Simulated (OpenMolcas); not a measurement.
**Ru²⁺ among point charges: CASSCF levels, g values and susceptibility**

Aim: the splitting of the states of Ru²⁺ in the field of 6 point charges, its lowest levels with spin-orbit coupling and its magnetic susceptibility.

Program: OpenMolcas 26.06. Level of theory: state-averaged CASSCF, spin-orbit coupling by RASSI with atomic mean-field integrals. These are calculated values, not measurements, unless marked.

### 1 The system

```
Species                           : Ru²⁺ (ruthenium, Z = 44, 42 electrons)
Basis                             : ANO-RCC-VDZP [6s5p3d1f], 43 functions
Scalar Hamiltonian                : DKH2, point nucleus
Inactive shells                   : 1s 2s 2p 3s 3p 3d 4s 4p
Active space                      : 6 electrons in 5 orbitals (4d)
Some configurations of this space : 4d⁶
Orbitals                          : optimised for each spin and parity, averaged over all roots
```

Outer shells as boxes (Hund's rule):

4d6
```
4d [↑↓][↑ ][↑ ][↑ ][↑ ]
```

The ion sits among 6 point charges of -1.7 e arranged as a trigonal prism (D3h), 2.14 Å from the ion. The active orbitals were held to one l.

The work runs as a chain of OpenMolcas steps in one folder; each step below is one input file. The outputs are cut to the sections that carry results. Labels, J, g values, rates, χT and fits are worked out afterwards by a script from the matrices that RASSI stores.

### 2 Basis and integrals

a.inp

```
&GATEWAY
Coord
1

Ru 0.0 0.0 0.0
Basis=ANO-RCC-VDZP
Group=NoSym
NoMove
AngMom=0.0 0.0 0.0
AMFI
XField
6 Angstrom 0
1.617526 0.000000 1.401145 -1.700000
-0.808763 1.400819 1.401145 -1.700000
-0.808763 -1.400819 1.401145 -1.700000
1.617526 0.000000 -1.401145 -1.700000
-0.808763 1.400819 -1.401145 -1.700000
-0.808763 -1.400819 -1.401145 -1.700000
&SEWARD
```

Run with:

```
OMP_NUM_THREADS=1 MOLCAS_MEM=1689 MOLCAS_PROJECT=a pymolcas a.inp > a.log
```

### 3 CASSCF: quintets, 5 roots

a.inp

```
&RASSCF
FileOrb=start.orb
Symmetry=1
Spin=5
nActEl=6 0 0
Inactive=18
Ras2=5
CIRoot=5 5 1
SDav=5
CIMx=300
Iter=120 100
PrWF=0.3
OrbListing=Nothing
MaxOrb=0
SupSym
1
15 10 11 12 13 14 19 20 21 22 23 32 33 34 35 36
>>> COPY $Project.JobIph JOB001
```

start.orb holds the contracted functions of the basis, ordered by shell, or the orbitals of the step before.

### 4 Reference wave functions, triplets, 45 roots

a.inp

```
&RASSCF
FileOrb=start.orb
Symmetry=1
Spin=3
nActEl=6 0 0
Inactive=18
Ras2=5
CIRoot=45 45 1
SDav=45
CIMx=300
Iter=120 100
PrWF=0.3
OrbListing=Nothing
MaxOrb=0
SupSym
1
15 10 11 12 13 14 19 20 21 22 23 32 33 34 35 36
>>> COPY $Project.JobIph JOB002
```

### 5 Reference wave functions, singlets, 50 roots

a.inp

```
&RASSCF
FileOrb=start.orb
Symmetry=1
Spin=1
nActEl=6 0 0
Inactive=18
Ras2=5
CIRoot=50 50 1
SDav=50
CIMx=300
Iter=120 100
PrWF=0.3
OrbListing=Nothing
MaxOrb=0
SupSym
1
15 10 11 12 13 14 19 20 21 22 23 32 33 34 35 36
>>> COPY $Project.JobIph JOB003
```

### 6 State interaction with spin-orbit coupling

a.inp

```
&RASSI
NrOfJobIphs=3 5 45 50
1 2 3 4 5
1 2 3 4 5 6 7 8 9 10 11 12 13 14 15 16 17 18 19 20 21 22 23 24 25 26 27
28 29 30 31 32 33 34 35 36 37 38 39 40 41 42 43 44 45
1 2 3 4 5 6 7 8 9 10 11 12 13 14 15 16 17 18 19 20 21 22 23 24 25 26 27
28 29 30 31 32 33 34 35 36 37 38 39 40 41 42 43 44 45 46 47 48 49 50
IphNames
JOB001
JOB002
JOB003
EJob
SpinOrbit
DIPRint=1.0
SOCoupling=1000.0
Subsets=2
Property=9
'ANGMOM' 1 'ANGMOM' 2 'ANGMOM' 3 'MLTPL  1' 1 'MLTPL  1' 2 'MLTPL  1' 3
'AMFI' 1 'AMFI' 2 'AMFI' 3
SOProperty=3
'ANGMOM' 1 'ANGMOM' 2 'ANGMOM' 3
```

Before running it: what results should come out? Wanted: spin-free ground state; first state of the same spin; lowest level; next level.

As calculated:

```
                    quantity                            value
                      method                           CASSCF
      spin-free ground state   5E, 2-fold in its orbital part
first state of the same spin                 5A1 at 4640 cm⁻¹
                lowest level  2-fold E, g = 0.00, 0.00, 11.99
                  next level                       521.8 cm⁻¹
                 χT at 300 K                   5.10 cm³ K/mol
   effective moment at 300 K                          6.38 μB
```

**Reading.** The spin-free ground state (5E) comes to 100 % from free-ion D terms and keeps the highest spin of the shell. χT at 300 K is 5.10, against 3.01 cm³ K/mol for the spin alone, so orbital moment adds to it. An active space of the d shell alone favours high spin; real ions in strong fields can be low spin. Point charges give too small a field for d ions at true ligand charges. With metal d orbitals alone active, the balance of spin states is unreliable (CASSCF favours high spin far more than CASPT2), so the ground spin may be wrong. Point charges carry no covalency, so the field is a model and not that of real ligands.
